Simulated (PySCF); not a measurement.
# Cl3Sb (SbCl3): the cost of one run

Computed with PySCF 2.14.0 and routines of our own; the level stands in each step. Atoms count from 0.

## 1. The starting structure

4 atoms, charge 0, multiplicity 1; geometry from: GFN2-xTB.

## 2. Geometry optimisation at PBE0-D3(BJ)/def2-SVP

What the job is given:

```
{"job": {"xc": "PBE0", "basis": "def2-SVP", "d3": "d3bj", "grid": 1, "maxiter": 30, "shake": 0.03, "kind": "geom"}, "charge": 0, "multiplicity": 1}
Sb     0.056140    -0.070870     0.942020
Cl     1.988090    -0.043290    -0.305910
Cl    -1.036460     1.739910    -0.350800
Cl    -0.924470    -1.716190    -0.315780
```

Command:

```console
$ OMP_NUM_THREADS=1 python heavy_run.py task.json out
```

The driver reads the jobs from task.json and runs them one after another.

Q: Estimate the wall time and peak memory of this first job on 1 thread of Arm Neoverse V1, shared host.

About 22 s, with a peak of 0.33 GiB.
